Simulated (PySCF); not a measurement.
# BeIn: bond curves at several levels of theory

An exercise on one series of results from a longer session: the logs are not shown, and one member is left open.

Computed with PySCF 2.14.0. Level: Be def2-SVPD, In def2-SVPD with ECP28, scalar-relativistic core potentials.

Set-up of the first run:

Settings of the job:

* atoms: Be, In
* charge: 0
* basis: Be def2-SVPD, In def2-SVPD with ECP28
* Hamiltonian: scalar-relativistic core potentials
* basis functions: 44
* electrons treated: 25
* masses in u: 9.0122, 114.9039
* levels: PBE0, PBE, r²SCAN, r²SCAN0, PW91, TPSS, HSE06, HF, MP2, SCS-MP2, CCSD, CCSD(T)
* grid: 80 radial by 434 angular points
* occupations: held fixed by the projection of orbital angular momentum
* dissociation limit: Be + In, each in its ground configuration
* starting distance in angstrom: 2.350
* values of 2S to try: 1, 3

Launch:

```bash
OMP_NUM_THREADS=1 python dia.py task.json out
```

Steps of the session up to this table: The job; The PBE0 curve of the state that the search chose; Excited determinants; PBE; r²SCAN (meta-GGA); r²SCAN0; PW91 (GGA); TPSS (meta-GGA); HSE06 (range-separated hybrid); UHF; Correlated methods on the Hartree–Fock reference.

One of the session's tables, all rows but one given; the rest of the session is left out.

```
      level  Re (Å)  ωe (cm⁻¹)  De (eV)
    UHF-MP2   2.641      288.6    0.280
   UHF-CCSD   2.801      178.9    0.115
UHF-CCSD(T)       ?          ?        ?
        PBE   2.578        328     0.82
       PW91   2.572        329     0.83
       TPSS   2.578        327     0.74
     r²SCAN   2.543        349     0.82
       PBE0   2.581        323     0.67
    r²SCAN0   2.569        329     0.67
      HSE06   2.579        326     0.70
```

Q: Estimate the row for UHF-CCSD(T) from the others.

The run gave: Re (Å): 2.718; ωe (cm⁻¹): 228.0; De (eV): 0.195. In the column «Re (Å)» it lies between UHF-MP2 (2.641) and UHF-CCSD (2.801).

De is counted to Be + In in their ground configurations. No constants: UHF (no minimum is bracketed among the points kept).
